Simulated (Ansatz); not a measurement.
# SiBH5S2: small, medium and large basis sets

Aim: see how fast density functionals converge with the basis set for SiBH5S2.

Computed with Ansatz 0.2.0, Gaussian basis. Level: one geometry, several basis sets.

The runs, in order: PBE0-D4/def2-SVP; ωB97M-V/def2-SVP; PBE0-D4/def2-QZVPP; ωB97M-V/def2-QZVPP; the functionals' def2-TZVPP values are taken from earlier runs.

## 1. The relaxed structure

All runs share one geometry, relaxed beforehand with PBE0-D4/def2-TZVP.

9 atoms, charge 0, spin multiplicity 1.

Atoms are counted from 1 here; the program's logs count them from 0.

Bond lengths: Si1–B2 2.008 Å, Si1–H5 1.492 Å, Si1–H6 1.493 Å, Si1–H7 1.491 Å, B2–S3 1.903 Å, B2–S4 1.976 Å, B2–H8 1.196 Å, S3–S4 2.045 Å, S4–H9 1.352 Å. Angles: B2–Si1–H5 112.9°, B2–Si1–H6 110.6°, B2–Si1–H7 110.6°, H5–Si1–H6 107.6°, H5–Si1–H7 107.5°, H6–Si1–H7 107.6°, Si1–B2–S3 116.9°, Si1–B2–S4 111.9°, Si1–B2–H8 123.4°, S3–B2–S4 63.6°, S3–B2–H8 115.2°, S4–B2–H8 109.9°, B2–S3–S4 59.9°, B2–S4–S3 56.4°, B2–S4–H9 98.3°, S3–S4–H9 100.4°.

## 2. PBE0-D4 in def2-SVP

File in.yaml:

```yaml
crystal:
  periodic: [false, false, false]
  atoms:
    - {symbol: Si, position_ang: [0.397717, 0.595718, -1.256648]}
    - {symbol: B, position_ang: [-0.168274, -0.662911, 0.201510]}
    - {symbol: S, position_ang: [1.075846, -0.963279, 1.609461]}
    - {symbol: S, position_ang: [-0.516759, 0.287017, 1.898850]}
    - {symbol: H, position_ang: [-0.747960, 1.083482, -2.077881]}
    - {symbol: H, position_ang: [1.081852, 1.790946, -0.680940]}
    - {symbol: H, position_ang: [1.358469, -0.071479, -2.181111]}
    - {symbol: H, position_ang: [-0.978353, -1.529075, 0.045031]}
    - {symbol: H, position_ang: [-1.414039, -0.576819, 2.424626]}
basis:
  gaussian: {orbitals: def2-SVP}
hamiltonian: {xc: pbe0, dispersion: d4}
output: {orbitals: {seedname: orbitals}}
```

Command:

```console
$ ansatz run in.yaml --threads 2 --pin off --events-out ev --progress --plain --max-ram 4352MiB
```

After this run come: ωB97M-V in def2-SVP; PBE0-D4 in def2-QZVPP; ωB97M-V in def2-QZVPP.

Q: Predict the results of all the runs planned. Wanted: PBE0-D4: double and triple zeta above quadruple; ωB97M-V: double and triple zeta above quadruple.

As calculated:

| quantity | value |
| --- | --- |
| PBE0-D4: double and triple zeta above quadruple | 12.21, 0.97 eV |
| ωB97M-V: double and triple zeta above quadruple | 12.16, 0.91 eV |

In words: PBE0-D4 gains 11.24 eV from double to triple zeta, then 0.97 eV more. Total energies overstate the basis error of differences, where much of it tends to cancel. The LUMO of ωB97M-V is positive and keeps falling with the basis (0.63 to 0.11 eV): an unbound level that the basis holds in place.
